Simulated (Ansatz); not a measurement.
**C₂H₄FNOSi: single points with varied inputs**

Aim: run C₂H₄FNOSi under a spread of inputs, and see what each costs and gives.

The runs use Ansatz 0.2.0, Gaussian basis; the settings change from run to run.

### 1 The relaxed structure

The geometry comes from an earlier relaxation with PBE0-D4 in a triple-zeta def2 set; it is a stationary point, not always the lowest conformer.

SMILES `O[SiH]1CN=C1F`, 10 atoms, charge 0, spin multiplicity 1.

Atoms are counted from 1 here; the program's logs count them from 0.

Bond lengths: O1–Si2 1.635 Å, O1–H7 0.959 Å, Si2–C3 1.889 Å, Si2–C5 1.878 Å, Si2–H8 1.480 Å, C3–N4 1.495 Å, C3–H9 1.091 Å, C3–H10 1.092 Å, N4–C5 1.269 Å, C5–F6 1.321 Å. Angles: Si2–O1–H7 118.7°, O1–Si2–C3 123.6°, O1–Si2–C5 122.6°, O1–Si2–H8 105.0°, C3–Si2–C5 70.2°, C3–Si2–H8 117.8°, C5–Si2–H8 115.3°, Si2–C3–N4 89.3°, Si2–C3–H9 118.8°, Si2–C3–H10 117.6°, N4–C3–H9 110.9°, N4–C3–H10 110.3°, H9–C3–H10 108.3°, C3–N4–C5 102.8°, Si2–C5–N4 97.2°, Si2–C5–F6 140.9°, N4–C5–F6 121.6°.

### 2 SPW92/cc-pVDZ

Options: unrestricted orbitals, finite nuclei.

The input, in.yaml:

```yaml
crystal:
  periodic: [false, false, false]
  atoms:
    - {symbol: O, position_ang: [-0.160348, -2.104964, -0.499166]}
    - {symbol: Si, position_ang: [0.463405, -0.596307, -0.405671]}
    - {symbol: C, position_ang: [0.284598, 0.516541, 1.110204]}
    - {symbol: N, position_ang: [-0.409562, 1.532312, 0.261288]}
    - {symbol: C, position_ang: [-0.525998, 0.936469, -0.852834]}
    - {symbol: F, position_ang: [-1.131058, 1.502667, -1.881533]}
    - {symbol: H, position_ang: [-1.046334, -2.258616, -0.166986]}
    - {symbol: H, position_ang: [1.799276, -0.692892, -1.036333]}
    - {symbol: H, position_ang: [1.184552, 0.936227, 1.563061]}
    - {symbol: H, position_ang: [-0.375231, 0.177463, 1.910869]}
basis:
  gaussian: {orbitals: cc-pVDZ, nuclear_model: gaussian}
magnetization: {spin_polarized: true, initial_magnetization: 0}
hamiltonian: {xc: {name: SPW92}}
```

The run is started by

```
ansatz run in.yaml --threads 4 --pin off --events-out ev --progress --plain --max-ram 10444MiB
```

The log of the run:

```text
Functional definition: SPW92
  name "SPW92"
  cite "Dirac, Proc. Camb. Phil. Soc. 26, 376 (1930) doi:10.1017/S0305004100016108"
  cite "Slater, Phys. Rev. 81, 385 (1951) doi:10.1103/PhysRev.81.385"
  cite "Perdew & Wang, Phys. Rev. B 45, 13244 (1992) doi:10.1103/PhysRevB.45.13244"
  exchange = slater_x
  correlation = pw_c
1299 factors; their error is unknown
mean field evaluation 1: about -16163.5934 eV, gradient 5.3e1 eV
mean field evaluation 2: about -16122.0027 eV, gradient 1.1e2 eV
mean field evaluation 4: about -16175.0781 eV, gradient 1.0e1 eV
mean field evaluation 8: about -16175.5166 eV, gradient 3.2e-1 eV
mean field evaluation 16: about -16175.4616 eV, gradient 2.1e-3 eV
mean field -16175.46160254 eV, -594.4372497717 hartree, gradient 1.2e-5 eV, S^2 0.000000; 0 other end points of the search recorded, 0 dependent functions left out
reference -16175.46163149 eV, -594.4372508354 hartree; 27, 27 occupied and 81, 81 virtual orbitals, 1299 factors
Total energy: -16175.46163149 eV, -594.4372508354 hartree
```

It took 0.8 s on 4 threads of Arm Neoverse V2, shared host.

⟨S²⟩ 0.000.

### 3 CAM-B3LYP/x2c-TZVPPall

This run has coordinates scaled by 0.96, D4 dispersion.

The input, in.yaml:

```yaml
crystal:
  periodic: [false, false, false]
  atoms:
    - {symbol: O, position_ang: [-0.153934, -2.020766, -0.479199]}
    - {symbol: Si, position_ang: [0.444868, -0.572455, -0.389445]}
    - {symbol: C, position_ang: [0.273214, 0.495879, 1.065796]}
    - {symbol: N, position_ang: [-0.393180, 1.471019, 0.250836]}
    - {symbol: C, position_ang: [-0.504958, 0.899010, -0.818720]}
    - {symbol: F, position_ang: [-1.085816, 1.442560, -1.806271]}
    - {symbol: H, position_ang: [-1.004481, -2.168272, -0.160306]}
    - {symbol: H, position_ang: [1.727305, -0.665176, -0.994880]}
    - {symbol: H, position_ang: [1.137170, 0.898778, 1.500539]}
    - {symbol: H, position_ang: [-0.360222, 0.170364, 1.834435]}
basis:
  gaussian: {orbitals: x2c-TZVPPall}
hamiltonian: {xc: {name: CAM-B3LYP}, dispersion: d4}
output: {forces: true}
```

Same command.

The log of the run, shortened:

```text
Functional definition: CAM-B3LYP
  name "CAM-B3LYP"
  cite "Yanai, Tew & Handy, Chem. Phys. Lett. 393, 51 (2004) doi:10.1016/j.cplett.2004.06.011"
  cite "Iikura, Tsuneda, Yanai & Hirao, J. Chem. Phys. 115, 3540 (2001) doi:10.1063/1.1383587"
  cite "Becke, Phys. Rev. A 38, 3098 (1988) doi:10.1103/PhysRevA.38.3098"
  cite "Lee, Yang & Parr, Phys. Rev. B 37, 785 (1988) doi:10.1103/PhysRevB.37.785"
  cite "Vosko, Wilk & Nusair, Can. J. Phys. 58, 1200 (1980) doi:10.1139/p80-159"
[...]
  # Exact exchange under (alpha + beta erf(omega r))/r, Becke's under what is left of 1/r.
[...]
1360 factors; their error is unknown
321 factors; integrals over basis functions are off by at most 8.3e-6 eV
[...]
mean field -16293.18318407 eV, -598.7634380985 hartree, gradient 2.1e-5 eV, S^2 0.000000; 0 other end points of the search recorded, 0 dependent functions left out
[...]
Relativity: scalar
Atom 0 at    -0.153934    -2.020766    -0.479199 Å, force     0.924220    -1.764752    -0.784406 eV/Å
Atom 1 at     0.444868    -0.572455    -0.389445 Å, force     1.124203     0.220981    -0.284350 eV/Å
Atom 2 at     0.273214     0.495879     1.065796 Å, force     0.534368    -0.459564     0.898776 eV/Å
Atom 3 at    -0.393180     1.471019     0.250836 Å, force    -0.371542     2.766420     2.307816 eV/Å
Atom 4 at    -0.504958     0.899010    -0.818720 Å, force    -0.081728    -1.427131    -1.787626 eV/Å
Atom 5 at    -1.085816     1.442560    -1.806271 Å, force    -1.475313     1.280038    -2.629512 eV/Å
Atom 6 at    -1.004481    -2.168272    -0.160306 Å, force    -2.100695    -0.634698     0.727150 eV/Å
Atom 7 at     1.727305    -0.665176    -0.994880 Å, force     1.018573    -0.014370    -0.454643 eV/Å
Atom 8 at     1.137170     0.898778     1.500539 Å, force     1.288643     0.538399     0.770545 eV/Å
Atom 9 at    -0.360222     0.170364     1.834435 Å, force    -0.860728    -0.505322     1.236249 eV/Å
Dipole moment:    -0.009790    -0.475270     0.221910 e Å
```

It took 4.5 s on 4 threads of Arm Neoverse V2, shared host; peak memory 0.86 GiB.

Largest force 3.622 eV/Å, dipole 2.52 D.

### 4 B2GP-PLYP/cc-pVTZ

Set apart from the defaults: unrestricted orbitals.

The input, in.yaml:

```yaml
crystal:
  periodic: [false, false, false]
  atoms:
    - {symbol: O, position_ang: [-0.160348, -2.104964, -0.499166]}
    - {symbol: Si, position_ang: [0.463405, -0.596307, -0.405671]}
    - {symbol: C, position_ang: [0.284598, 0.516541, 1.110204]}
    - {symbol: N, position_ang: [-0.409562, 1.532312, 0.261288]}
    - {symbol: C, position_ang: [-0.525998, 0.936469, -0.852834]}
    - {symbol: F, position_ang: [-1.131058, 1.502667, -1.881533]}
    - {symbol: H, position_ang: [-1.046334, -2.258616, -0.166986]}
    - {symbol: H, position_ang: [1.799276, -0.692892, -1.036333]}
    - {symbol: H, position_ang: [1.184552, 0.936227, 1.563061]}
    - {symbol: H, position_ang: [-0.375231, 0.177463, 1.910869]}
basis:
  gaussian: {orbitals: cc-pVTZ}
magnetization: {spin_polarized: true, initial_magnetization: 0}
hamiltonian: {xc: {name: B2GP-PLYP}}
```

The command is unchanged.

The log of the run, shortened:

```text
Functional definition: B2GP-PLYP
  name "B2GP-PLYP"
  cite "Karton, Tarnopolsky, Lamère, Schatz & Martin, J. Phys. Chem. A 112, 12868 (2008) doi:10.1021/jp801805p"
  cite "Becke, Phys. Rev. A 38, 3098 (1988) doi:10.1103/PhysRevA.38.3098"
  cite "Lee, Yang & Parr, Phys. Rev. B 37, 785 (1988) doi:10.1103/PhysRevB.37.785"
[...]
1425 factors; integrals over basis functions are off by at most 9.0e-4 eV
[...]
mean field -16249.97643490 eV, -597.1756193531 hartree, gradient 5.4e-6 eV, S^2 0.000000; 0 other end points of the search recorded, 0 dependent functions left out
10 core orbitals not correlated: weight in the atoms' cores, before any rotation towards them, 1.000 or more for the frozen orbitals, at most 0.000 for the correlated occupied ones
reference -16249.97654889 eV, -597.1756235420 hartree; 17, 17 occupied and 213, 213 virtual orbitals, 1425 factors
second order -34.97729571 eV of doubles, -0.00000000 eV of singles
Total energy: -16262.56837535 eV, -597.6383646292 hartree
```

Run time: 7.5 s. Hardware: 4 threads of Arm Neoverse V2, shared host; peak memory 0.78 GiB.

⟨S²⟩ 0.000.

### 5 BCCD(T)/6-31G*

Options: multiplicity 3, the search for lower states set to light.

in.yaml: that of step 4 with these lines changed.

```diff
@@ -14,4 +14,6 @@
 basis:
-  gaussian: {orbitals: cc-pVTZ}
-magnetization: {spin_polarized: true, initial_magnetization: 0}
-hamiltonian: {xc: {name: B2GP-PLYP}}
+  gaussian: {orbitals: "6-31G*"}
+magnetization: {spin_polarized: true, initial_magnetization: 2}
+hamiltonian: {xc: {name: HF}}
+correlation: {method: bccd_t}
+scf: {lower_state_search: light}
```

Same command.

The log of the run, shortened:

```text
Functional definition: HF
  name "HF"
  cite "Fock, Z. Phys. 61, 126 (1930) doi:10.1007/BF01340294"
  parent pbe
[...]
971 factors; integrals over basis functions are off by at most 9.5e-4 eV
[...]
mean field -16206.64909342 eV, -595.5833689218 hartree, gradient 3.2e-6 eV, S^2 2.021992; 8 other end points of the search recorded, 0 dependent functions left out
determinant -16206.64909342 eV, -595.5833689218 hartree, with singles and doubles -16229.62418112 eV, -596.4276878218 hartree
determinant -16206.48958049 eV, -595.5775069297 hartree, with singles and doubles -16229.24527284 eV, -596.4137631993 hartree
determinant -16203.49164431 eV, -595.4673348073 hartree, with singles and doubles -16227.21311534 eV, -596.3390827886 hartree
determinant -16206.64909342 eV, -595.5833689218 hartree, with singles and doubles -16229.64132886 eV, -596.4283179897 hartree
determinant -16206.48958049 eV, -595.5775069297 hartree, with singles and doubles -16229.14408177 eV, -596.4100444961 hartree
10 core orbitals not correlated: weight in the atoms' cores, before any rotation towards them, 1.000 or more for the frozen orbitals, at most 0.000 for the correlated occupied ones
reference -16206.64909342 eV, -595.5833689218 hartree; 18, 16 occupied and 74, 76 virtual orbitals, 971 factors
second order -21.75256644 eV of doubles, -0.00000000 eV of singles
cycle   1  -22.91392573 eV  change    7.8e-2 eV  update   2.2e-2
[...]
cycle  15  -22.92360185 eV  change    2.7e-5 eV  update   2.4e-5
perturbative correction -0.79342661 eV, -0.0291578902 hartree
Total energy: -16230.36612189 eV, -596.4549536420 hartree
```

Wall time 1.7 min (4 threads of Arm Neoverse V2, shared host); peak memory 1.3 GiB.

⟨S²⟩ 2.022.

### 6 B2GP-PLYP/cc-pVTZ-DK

Set apart from the defaults: a grid of angular degree 11.

in.yaml: that of step 5 with these lines changed.

```diff
@@ -14,6 +14,4 @@
 basis:
-  gaussian: {orbitals: "6-31G*"}
-magnetization: {spin_polarized: true, initial_magnetization: 2}
-hamiltonian: {xc: {name: HF}}
-correlation: {method: bccd_t}
-scf: {lower_state_search: light}
+  gaussian: {orbitals: cc-pVTZ-DK, final_grid: {core_spheres: 5, valence_spheres: 4, degree: 11}}
+hamiltonian: {xc: {name: B2GP-PLYP}}
+output: {forces: true}
```

Same command.

The log of the run, shortened:

```text
Functional definition: B2GP-PLYP
  name "B2GP-PLYP"
  cite "Karton, Tarnopolsky, Lamère, Schatz & Martin, J. Phys. Chem. A 112, 12868 (2008) doi:10.1021/jp801805p"
  cite "Becke, Phys. Rev. A 38, 3098 (1988) doi:10.1103/PhysRevA.38.3098"
  cite "Lee, Yang & Parr, Phys. Rev. B 37, 785 (1988) doi:10.1103/PhysRevB.37.785"
[...]
1425 factors; integrals over basis functions are off by at most 9.0e-4 eV
[...]
mean field -16271.83223165 eV, -597.9788050690 hartree, gradient 6.7e-6 eV, S^2 0.000000; 0 other end points of the search recorded, 0 dependent functions left out
10 core orbitals not correlated: weight in the atoms' cores, before any rotation towards them, 1.000 or more for the frozen orbitals, at most 0.000 for the correlated occupied ones
reference -16271.83230735 eV, -597.9788078511 hartree; 17, 17 occupied and 213, 213 virtual orbitals, 1425 factors
[...]
Relativity: scalar
Atom 0 at    -0.160348    -2.104964    -0.499166 Å, force    -0.149201    -0.239137     0.001007 eV/Å
Atom 1 at     0.463405    -0.596307    -0.405671 Å, force     0.275668     0.088556    -0.113418 eV/Å
Atom 2 at     0.284598     0.516541     1.110204 Å, force     0.216786    -0.117900     0.424531 eV/Å
Atom 3 at    -0.409562     1.532312     0.261288 Å, force    -0.145264     0.376717     0.179435 eV/Å
Atom 4 at    -0.525998     0.936469    -0.852834 Å, force     0.057986    -0.152732    -0.129853 eV/Å
Atom 5 at    -1.131058     1.502667    -1.881533 Å, force    -0.113497     0.055192    -0.176069 eV/Å
Atom 6 at    -1.046334    -2.258616    -0.166986 Å, force     0.051896     0.013825    -0.017884 eV/Å
Atom 7 at     1.799276    -0.692892    -1.036333 Å, force    -0.128703    -0.007381     0.065239 eV/Å
Atom 8 at     1.184552     0.936227     1.563061 Å, force    -0.145013    -0.073751    -0.068250 eV/Å
Atom 9 at    -0.375231     0.177463     1.910869 Å, force     0.079341     0.056610    -0.164737 eV/Å
Dipole moment:     0.023992    -0.482611     0.248733 e Å
```

Wall time 9 s (4 threads of Arm Neoverse V2, shared host); peak memory 0.74 GiB.

Largest force 0.491 eV/Å, dipole 2.61 D.

### 7 revPBE0/cc-pVDZ

This run has D4 dispersion, relativity set to none.

in.yaml: that of step 6 with these lines changed.

```diff
@@ -14,4 +14,4 @@
 basis:
-  gaussian: {orbitals: cc-pVTZ-DK, final_grid: {core_spheres: 5, valence_spheres: 4, degree: 11}}
-hamiltonian: {xc: {name: B2GP-PLYP}}
+  gaussian: {orbitals: cc-pVDZ}
+hamiltonian: {xc: {name: revPBE0}, dispersion: d4, pseudopotentials: {relativity: none}}
 output: {forces: true}
```

Launched as before.

The log of the run, shortened:

```text
Functional definition: revPBE0
  name "revPBE0"
  cite "Zhang & Yang, Phys. Rev. Lett. 80, 890 (1998) doi:10.1103/PhysRevLett.80.890"
  cite "Adamo & Barone, J. Chem. Phys. 110, 6158 (1999) doi:10.1063/1.478522"
  cite "Perdew, Burke & Ernzerhof, Phys. Rev. Lett. 77, 3865 (1996) doi:10.1103/PhysRevLett.77.3865"
[...]
1012 factors; integrals over basis functions are off by at most 1.1e-3 eV
[...]
mean field -16265.18136573 eV, -597.7343902546 hartree, gradient 9.7e-6 eV, S^2 0.000000; 0 other end points of the search recorded, 0 dependent functions left out
[...]
reference -16265.18139478 eV, -597.7343913223 hartree; 27, 27 occupied and 81, 81 virtual orbitals, 1012 factors
Total energy: -16265.70385003 eV, -597.7535911986 hartree
Atom 0 at    -0.160348    -2.104964    -0.499166 Å, force    -0.259037    -1.305190    -0.187480 eV/Å
Atom 1 at     0.463405    -0.596307    -0.405671 Å, force     0.482474     0.779641    -0.042757 eV/Å
Atom 2 at     0.284598     0.516541     1.110204 Å, force    -0.074637     0.097955    -0.124763 eV/Å
Atom 3 at    -0.409562     1.532312     0.261288 Å, force    -0.059329     0.595401     0.610744 eV/Å
Atom 4 at    -0.525998     0.936469    -0.852834 Å, force     0.033314    -0.304136    -0.267316 eV/Å
Atom 5 at    -1.131058     1.502667    -1.881533 Å, force    -0.200760     0.170727    -0.349068 eV/Å
Atom 6 at    -1.046334    -2.258616    -0.166986 Å, force    -0.217953     0.002537     0.089902 eV/Å
Atom 7 at     1.799276    -0.692892    -1.036333 Å, force     0.215610    -0.042580    -0.100641 eV/Å
Atom 8 at     1.184552     0.936227     1.563061 Å, force     0.264818     0.112579     0.136770 eV/Å
Atom 9 at    -0.375231     0.177463     1.910869 Å, force    -0.184501    -0.106933     0.234608 eV/Å
Dipole moment:    -0.009107    -0.448876     0.244685 e Å
```

Wall time 1.3 s (4 threads of Arm Neoverse V2, shared host).

Largest force 1.344 eV/Å, dipole 2.46 D.

### 8 r2SCANh/def2-SVP

Options: atoms shaken by 0.03 Å, a grid of angular degree 47.

The input, in.yaml:

```yaml
crystal:
  periodic: [false, false, false]
  atoms:
    - {symbol: O, position_ang: [-0.126295, -2.065917, -0.550739]}
    - {symbol: Si, position_ang: [0.471126, -0.618157, -0.414883]}
    - {symbol: C, position_ang: [0.252014, 0.528614, 1.112280]}
    - {symbol: N, position_ang: [-0.395096, 1.590381, 0.229315]}
    - {symbol: C, position_ang: [-0.570231, 0.956476, -0.759801]}
    - {symbol: F, position_ang: [-1.106125, 1.486297, -1.907497]}
    - {symbol: H, position_ang: [-1.018938, -2.301117, -0.150931]}
    - {symbol: H, position_ang: [1.738122, -0.699319, -1.025702]}
    - {symbol: H, position_ang: [1.207903, 0.933143, 1.567541]}
    - {symbol: H, position_ang: [-0.424056, 0.177696, 1.896215]}
basis:
  gaussian: {orbitals: def2-SVP, final_grid: {core_spheres: 20, valence_spheres: 16, degree: 47}}
hamiltonian: {xc: {name: r2SCANh}}
```

Launched as before.

The log of the run, shortened:

```text
Functional definition: r2SCANh
  name "r2SCANh"
  cite "Bursch, Neugebauer, Ehlert & Grimme, J. Chem. Phys. 156, 134105 (2022) doi:10.1063/5.0086040"
  cite "Furness, Kaplan, Ning, Perdew & Sun, J. Phys. Chem. Lett. 11, 8208 (2020) doi:10.1021/acs.jpclett.0c02405"
  cite "Furness, Kaplan, Ning, Perdew & Sun, J. Phys. Chem. Lett. 11, 9248 (2020) doi:10.1021/acs.jpclett.0c03077"
  parent r2scan
[...]
1207 factors; their error is unknown
[...]
mean field -16255.33643726 eV, -597.3725958066 hartree, gradient 3.0e-5 eV, S^2 0.000000; 0 other end points of the search recorded, 0 dependent functions left out
reference -16255.33644512 eV, -597.3725960955 hartree; 27, 27 occupied and 81, 81 virtual orbitals, 1207 factors
Total energy: -16255.33644512 eV, -597.3725960955 hartree
```

Run time: 2 s. Hardware: 4 threads of Arm Neoverse V2, shared host.

### 9 SVWN5/STO-3G

This run has atoms shaken by 0.08 Å, relativity set to none.

The input, in.yaml:

```yaml
crystal:
  periodic: [false, false, false]
  atoms:
    - {symbol: O, position_ang: [-0.194079, -2.027109, -0.301290]}
    - {symbol: Si, position_ang: [0.442557, -0.595543, -0.429483]}
    - {symbol: C, position_ang: [0.226612, 0.387373, 1.022235]}
    - {symbol: N, position_ang: [-0.476551, 1.515854, 0.339616]}
    - {symbol: C, position_ang: [-0.451910, 1.073152, -0.769019]}
    - {symbol: F, position_ang: [-1.162719, 1.463871, -1.887169]}
    - {symbol: H, position_ang: [-1.183677, -2.430260, -0.158926]}
    - {symbol: H, position_ang: [1.905746, -0.527248, -1.061158]}
    - {symbol: H, position_ang: [1.071328, 1.059940, 1.594081]}
    - {symbol: H, position_ang: [-0.388337, 0.195346, 1.870414]}
basis:
  gaussian: {orbitals: STO-3G}
hamiltonian: {xc: {name: SVWN5}, pseudopotentials: {relativity: none}}
```

Launched as before.

The log of the run:

```text
Functional definition: SVWN5
  name "SVWN5"
  cite "Dirac, Proc. Camb. Phil. Soc. 26, 376 (1930) doi:10.1017/S0305004100016108"
  cite "Slater, Phys. Rev. 81, 385 (1951) doi:10.1103/PhysRev.81.385"
  cite "Vosko, Wilk & Nusair, Can. J. Phys. 58, 1200 (1980) doi:10.1139/p80-159"
  exchange = slater_x
  correlation = vwn5_c
510 factors; integrals over basis functions are off by at most 3.2e-5 eV
mean field evaluation 1: about -15962.7653 eV, gradient 3.3e1 eV
mean field evaluation 2: about -15949.0970 eV, gradient 7.9e1 eV
mean field evaluation 4: about -15966.1377 eV, gradient 4.4e0 eV
mean field evaluation 8: about -15966.0747 eV, gradient 3.0e-1 eV
mean field evaluation 16: about -15966.0751 eV, gradient 4.4e-5 eV
mean field -15966.07511828 eV, -586.7424384025 hartree, gradient 4.4e-5 eV, S^2 0.000000; 0 other end points of the search recorded, 0 dependent functions left out
reference -15966.07513806 eV, -586.7424391294 hartree; 27, 27 occupied and 11, 11 virtual orbitals, 510 factors
Total energy: -15966.07513806 eV, -586.7424391294 hartree
```

Run time: 0.3 s. Hardware: 4 threads of Arm Neoverse V2, shared host.

### 10 wB97X-V/cc-pVTZ-DK

The input, in.yaml:

```yaml
crystal:
  periodic: [false, false, false]
  atoms:
    - {symbol: O, position_ang: [-0.160348, -2.104964, -0.499166]}
    - {symbol: Si, position_ang: [0.463405, -0.596307, -0.405671]}
    - {symbol: C, position_ang: [0.284598, 0.516541, 1.110204]}
    - {symbol: N, position_ang: [-0.409562, 1.532312, 0.261288]}
    - {symbol: C, position_ang: [-0.525998, 0.936469, -0.852834]}
    - {symbol: F, position_ang: [-1.131058, 1.502667, -1.881533]}
    - {symbol: H, position_ang: [-1.046334, -2.258616, -0.166986]}
    - {symbol: H, position_ang: [1.799276, -0.692892, -1.036333]}
    - {symbol: H, position_ang: [1.184552, 0.936227, 1.563061]}
    - {symbol: H, position_ang: [-0.375231, 0.177463, 1.910869]}
basis:
  gaussian: {orbitals: cc-pVTZ-DK}
hamiltonian: {xc: {name: wB97X-V}}
```

Same command.

The log of the run, shortened:

```text
Functional definition: wB97X-V
  name "wB97X-V"
  cite "Mardirossian & Head-Gordon, Phys. Chem. Chem. Phys. 16, 9904 (2014) doi:10.1039/C3CP54374A"
  cite "Becke, J. Chem. Phys. 107, 8554 (1997) doi:10.1063/1.475007"
  cite "Vydrov & Van Voorhis, J. Chem. Phys. 133, 244103 (2010) doi:10.1063/1.3521275"
[...]
      + integral(e_c_pw_opposite_spin*poly(b97_u_opposite, cos0, cos1)) + vv10(b, c)
1346 factors; their error is unknown
295 factors; integrals over basis functions are off by at most 9.3e-6 eV
[...]
mean field -16292.16547092 eV, -598.7260378300 hartree, gradient 3.4e-5 eV, S^2 0.000000; 0 other end points of the search recorded, 0 dependent functions left out
reference -16292.16546916 eV, -598.7260377653 hartree; 27, 27 occupied and 213, 213 virtual orbitals, 1346 factors
Total energy: -16292.16546916 eV, -598.7260377653 hartree
Relativity: scalar
```

Run time: 6.5 s. Hardware: 4 threads of Arm Neoverse V2, shared host; peak memory 0.61 GiB.

### 11 All runs side by side

```tsv
level	charge	multiplicity	geometry	functions	energy (eV)	time
SPW92/cc-pVDZ	0	1	relaxed	108	-16175.462	0.8 s
CAM-B3LYP/x2c-TZVPPall	0	1	scaled	253	-16293.375	4.5 s
B2GP-PLYP/cc-pVTZ	0	1	relaxed	240	-16262.568	7.5 s
BCCD(T)/6-31G*	0	3	relaxed	102	-16230.366	1.7 min
B2GP-PLYP/cc-pVTZ-DK	0	1	relaxed	240	-16284.435	9 s
revPBE0/cc-pVDZ	0	1	relaxed	108	-16265.704	1.3 s
r2SCANh/def2-SVP	0	1	shaken	108	-16255.336	2 s
SVWN5/STO-3G	0	1	shaken	38	-15966.075	0.3 s
wB97X-V/cc-pVTZ-DK	0	1	relaxed	240	-16292.165	6.5 s
```

### 12 What came out

```
                                         quantity                    value
                                             runs                        9
                                         quickest      SVWN5/STO-3G, 0.3 s
                                          slowest  BCCD(T)/6-31G*, 1.7 min
spread of total energies, same state and geometry                 116.7 eV
                  dipole, same state and geometry           2.46 to 2.61 D
```

In words: BCCD(T)/6-31G* took 337 times as long as SVWN5/STO-3G. The jobs differ in tasks and options as well as level. The totals spread over 117 eV; they can't be compared across methods or bases. Some of these runs are scalar-relativistic and others not, which shifts the totals of all-electron atoms past neon by several eV an atom and more; core potentials, where a basis has them, take the core out of the total altogether. At the PBE0-D4/def2-TZVP geometry and in the same state, the sound runs without point charges leave forces up to 1.34 eV/Å (revPBE0/cc-pVDZ), against 3.6 eV/Å where the atoms were moved.
